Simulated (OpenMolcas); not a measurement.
**Re²⁺ among point charges: CASSCF and CASPT2 levels and susceptibility**

How does a field of 6 point charges split the states of Re²⁺, and what χT follows?

The numbers are computed with OpenMolcas 26.06 (state-averaged CASSCF and CASPT2, spin-orbit coupling by RASSI with atomic mean-field integrals), except any that are marked as measured or tabulated.

## 1. Starting point

```
Species                           : Re²⁺ (rhenium, Z = 75, 73 electrons)
Basis                             : ANO-RCC-VDZP [7s6p4d2f1g], 68 functions
Scalar Hamiltonian                : DKH2, point nucleus
Inactive shells                   : 1s 2s 2p 3s 3p 3d 4s 4p 4d 4f 5s 5p
Active space                      : 5 electrons in 5 orbitals (5d)
Some configurations of this space : 5d5
Orbitals                          : optimised for each spin and parity, averaged over all roots
```

Outer shells as boxes (Hund's rule):

5d5
```
5d [↑ ][↑ ][↑ ][↑ ][↑ ]
```

The ion sits among 6 point charges of -1.7 e arranged as a tetragonal octahedron (D4h), 2.18 Å from the ion, with the axial distance 2.616 Å.

Each step is its own input file, run in one work folder so that later steps find the files of earlier ones. Labels, J, g values, rates, χT and fits are worked out afterwards by a script from the matrices that RASSI stores. The input lists half of the charges; inversion (Group=XYZ) makes the rest.

## 2. Basis and integrals

a.inp reads:

```
&GATEWAY
Coord
1

Re 0.0 0.0 0.0
Basis=ANO-RCC-VDZP
Group=XYZ
NoMove
AngMom=0.0 0.0 0.0
AMFI
XField
3 Angstrom 0
2.180000 0.000000 0.000000 -1.700000
0.000000 2.180000 0.000000 -1.700000
0.000000 0.000000 2.616000 -1.700000
&SEWARD
```

The run is started by

```
OMP_NUM_THREADS=1 MOLCAS_MEM=1689 MOLCAS_PROJECT=a pymolcas a.inp > a.log
```

## 3. CASSCF: sextets of even parity, 1 root

a.inp reads:

```
&RASSCF
FileOrb=start.orb
Symmetry=1
Spin=6
nActEl=5 0 0
Inactive=15 19
Ras2=5 0
CIRoot=1 1 1
SDav=1
CIMx=300
Iter=120 100
PrWF=0.3
OrbListing=Nothing
MaxOrb=0
>>> COPY $Project.JobIph JOB001
```

start.orb holds the contracted functions of the basis, ordered by shell, or the orbitals of the step before.

## 4. CASSCF: quartets of even parity, 24 roots

a.inp reads:

```
&RASSCF
FileOrb=start.orb
Symmetry=1
Spin=4
nActEl=5 0 0
Inactive=15 19
Ras2=5 0
CIRoot=24 24 1
SDav=24
CIMx=300
Iter=120 100
PrWF=0.3
OrbListing=Nothing
MaxOrb=0
>>> COPY $Project.JobIph JOB002
```

## 5. Reference wave functions, doublets of even parity, 75 roots

a.inp reads:

```
&RASSCF
FileOrb=start.orb
Symmetry=1
Spin=2
nActEl=5 0 0
Inactive=15 19
Ras2=5 0
CIRoot=75 75 1
SDav=75
CIMx=300
Iter=120 100
PrWF=0.3
OrbListing=Nothing
MaxOrb=0
>>> COPY $Project.JobIph JOB003
```

## 6. RASSI: spin-orbit coupling between the states

a.inp reads:

```
&RASSI
NrOfJobIphs=3 1 24 75
1
1 2 3 4 5 6 7 8 9 10 11 12 13 14 15 16 17 18 19 20 21 22 23 24
1 2 3 4 5 6 7 8 9 10 11 12 13 14 15 16 17 18 19 20 21 22 23 24 25 26 27
28 29 30 31 32 33 34 35 36 37 38 39 40 41 42 43 44 45 46 47 48 49 50 51
52 53 54 55 56 57 58 59 60 61 62 63 64 65 66 67 68 69 70 71 72 73 74 75
IphNames
JOB001
JOB002
JOB003
EJob
SpinOrbit
DIPRint=1.0
SOCoupling=1000.0
Subsets=2
Property=9
'ANGMOM' 1 'ANGMOM' 2 'ANGMOM' 3 'MLTPL  1' 1 'MLTPL  1' 2 'MLTPL  1' 3
'AMFI' 1 'AMFI' 2 'AMFI' 3
SOProperty=3
'ANGMOM' 1 'ANGMOM' 2 'ANGMOM' 3
```

## 7. CASPT2: IPEA 0.25, imaginary shift 0.1 (closed shells correlated: 5s 5p)

a.inp reads:

```
>>> COPY JOB001 $Project.JobIph
&CASPT2
Multistate=1 1
Frozen=14 16
IPEA=0.25
Imaginary=0.1
MaxIter=60
WThr=0.0 0.3 0.05
PrWF=0.5
NoMix
>>> COPY JOB002 $Project.JobIph
&CASPT2
Multistate=24 1 2 3 4 5 6 7 8 9 10 11 12 13 14 15 16 17 18 19 20 21 22
23 24
NoMult
Frozen=14 16
IPEA=0.25
Imaginary=0.1
MaxIter=60
WThr=0.0 0.3 0.05
PrWF=0.5
NoMix
>>> COPY JOB003 $Project.JobIph
&CASPT2
Multistate=75 1 2 3 4 5 6 7 8 9 10 11 12 13 14 15 16 17 18 19 20 21 22
23 24 25 26 27 28 29 30 31 32 33 34 35 36 37 38 39 40 41 42 43 44 45 46
47 48 49 50 51 52 53 54 55 56 57 58 59 60 61 62 63 64 65 66 67 68 69 70
71 72 73 74 75
NoMult
Frozen=14 16
IPEA=0.25
Imaginary=0.1
MaxIter=60
WThr=0.0 0.3 0.05
PrWF=0.5
NoMix
```

(Steps that only read results are left out.)

Before running it: what results should come out? Wanted: spin-free ground state; lowest level; next level.

**Answer**, as computed:

| quantity | value |
| --- | --- |
| method | SS-CASPT2, IPEA 0.25, imaginary shift 0.1 (closed shells correlated: 5s 5p) |
| spin-free ground state | 6A1, 1-fold in its orbital part |
| lowest level | 2-fold E1/2, g = 1.93, 5.73, 5.73 |
| next level | 231.9 cm⁻¹ |
| χT at 300 K | 3.69 cm³ K/mol |
| effective moment at 300 K | 5.43 μB |

Cost by method:

| method | time of its own steps | time with the reference |
| --- | --- | --- |
| A. CASSCF | 33 s | 33 s |
| B. SS-CASPT2, IPEA 0.25, imaginary shift 0.1, +5s 5p | 11 s | 44 s |

Times are of one thread on a shared host.

In words: The spin-free ground state (6A1) comes to 100 % from free-ion S terms and keeps the highest spin of the shell. χT at 300 K is 3.69, against 4.39 cm³ K/mol for the spin alone, so spin-orbit coupling lowers it. An active space of the d shell alone favours high spin; real ions in strong fields can be low spin. The field of point charges can differ much from that of real complexes. With metal d orbitals alone active, the gaps between spin states are rough; where two lie within a few thousand cm-1, their order is open. This is an electrostatic model: the charges have no orbitals.
